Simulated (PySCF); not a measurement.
# PbCl2: other functionals and bases at one geometry

The task here is to estimate one member of a computed series from the others.

The runs use PySCF 2.14.0; several levels, as the steps say, no spin–orbit coupling.

1 further run of the same task is left out (for a known fault of the program).

## Where the work starts

3 atoms, charge 0, spin multiplicity 1.

Bond lengths: Pb1–Cl2 2.483 Å, Pb1–Cl3 2.483 Å. Angles: Cl2–Pb1–Cl3 99.6°.

Coordinates:

```
Pb    0.00000    0.00000   -0.62890
Cl    1.89615    0.00000    0.97426
Cl   -1.89615    0.00000    0.97426
```

Formal oxidation states: Pb +2. An earlier session relaxed this geometry at PBE0, Pb def2-SVP with ECP60, Cl def2-SVP (singlet, point group C2v).

At PBE0 on the finer grid: E = -1112.789122 Eh, HOMO -7.99 eV, LUMO -3.06 eV, Mulliken charge on Pb1 +0.72 e, largest force component 0.031 eV/Å. 

Levels to run: TPSS; BLYP; PBE0, TZVP. Hardware: 2 threads of Arm Neoverse V1, shared host.

The first run:

The input, run.py (the lines that set the calculation):

```python
mol = gto.M(atom='''
Pb     0.00000     0.00000    -0.62890
Cl     1.89615     0.00000     0.97426
Cl    -1.89615     0.00000     0.97426''',
    basis={'Pb': 'def2-SVP', 'Cl': 'def2-SVP'},
    ecp={'Pb': 'def2-SVP'},
    charge=0, spin=0)
mf = dft.RKS(mol, xc='TPSS')
mf.grids.atom_grid = (75, 302)
mf = mf.density_fit()  # fitting sets: Pb def2-universal-JKFIT, Cl def2-universal-JKFIT
mf.conv_tol = 1e-08; mf.max_cycle = 55
mf.kernel(dm0)  # dm0: the density of the relaxed state
```

Command:

```console
$ OMP_NUM_THREADS=2 python run.py
```

Steps of the session up to this table: TPSS; BLYP; PBE0, TZVP.

One table of the session follows, with a row left open; its other results are not shown here.

| level | HOMO (eV) | gap (eV) | charge on Pb1 (e) | dipole (D) | largest force component (eV/Å) |
| --- | --- | --- | --- | --- | --- |
| PBE0 (relaxed here) | -7.99 | 4.93 | 0.72 | 4.52 | 0.03 |
| TPSS | ? | ? | ? | ? | ? |
| BLYP | -6.54 | 3.02 | 0.60 | 3.88 | 0.61 |
| PBE0, TZVP | -8.22 | 5.02 | 0.84 | 4.70 | 0.40 |

**Question.** Estimate the row for TPSS.

**Answer.** HOMO (eV): -6.91; gap (eV): 3.31; charge on Pb1 (e): 0.68; dipole (D): 4.28; largest force component (eV/Å): 0.28. In the column «HOMO (eV)» it lies between PBE0 (relaxed here) (-7.99) and BLYP (-6.54).

In one basis the HOMO–LUMO gap runs from 3.02 eV (BLYP) to 4.93 eV (PBE0). The largest leftover force, 0.61 eV/Å with BLYP, stands at a geometry relaxed at another level. Total energies of different levels can't be compared.
